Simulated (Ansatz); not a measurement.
# GeCN2: the cost of one run

Method: DFT PBEsol, scalar-relativistic, plane waves, PAW, in Ansatz 0.2.0.

2 further runs of the same task are left out: 2 that didn't finish.

### 1 The starting structure

It takes space group R-3m (No. 166, trigonal). The conventional cell has a = 3.588 Å, b = 3.588 Å, c = 14.766 Å, α = 90.00°, β = 90.00°, γ = 120.00°. Around Ge (site symmetry -3m) lie 6 N at 2.40 Å. Around C (site symmetry -3m) lie 2 N at 1.24 Å. Around N (site symmetry 3m) lie 1 C at 1.24 Å.

Coordinates:

```cif
data_structure
_symmetry_space_group_name_H-M 'P 1'
_symmetry_Int_Tables_number 1
_cell_length_a 5.3400
_cell_length_b 5.3400
_cell_length_c 5.3400
_cell_angle_alpha 39.256
_cell_angle_beta 39.256
_cell_angle_gamma 39.256
_cell_volume 54.86
loop_
_atom_site_label
_atom_site_type_symbol
_atom_site_fract_x
_atom_site_fract_y
_atom_site_fract_z
_atom_site_occupancy
Ge1 Ge 0.00000 0.00000 0.00000 1
C1 C 0.50000 0.50000 0.50000 1
N1 N 0.41610 0.41610 0.41610 1
N2 N 0.58390 0.58390 0.58390 1
```

Source of the structure: the Materials Project (structure only).

(A quick probe on a coarse mesh, which set the mesh and smearing, is not shown.)

### 3 Relaxing cell and atoms

input.yaml

```yaml
crystal:
  lattice:
    - [1.7937903697, 1.0356453528, 4.9219572124]
    - [-1.7937903697, 1.0356453528, 4.9219572124]
    - [0.0, -2.0712907057, 4.9219572124]
  atoms:
    - { symbol: Ge, position: [0.0, 0.0, 0.0] }
    - { symbol: C, position: [0.5, 0.5, 0.5] }
    - { symbol: "N", position: [0.4160956, 0.4160956, 0.4160956] }
    - { symbol: "N", position: [0.5839044, 0.5839044, 0.5839044] }
basis:
  ecutwfc: 420
kpoints:
  mp_grid: { grid: [12, 12, 12] }
hamiltonian:
  xc: pbesol
scf:
  occupations: { method: gaussian, width: 0.02 }
output:
  forces: true
  stress: true
  eigenvalues: true
relax:
  adjacent_minimum: "off"
  f_tol: 0.005
  max_steps: 80
  cell: { stress_tol: 0.05 }
```

The run is started by

```
$ ansatz run input.yaml --threads 1 --pin off --max-ram 2560MiB --backend cpu --events-out ev --progress --plain --runs-dir out
```

Q: Estimate wall time and peak memory on 1 thread of Arm Neoverse V2, shared host.

About 57 s, with a peak of 0.45 GiB.
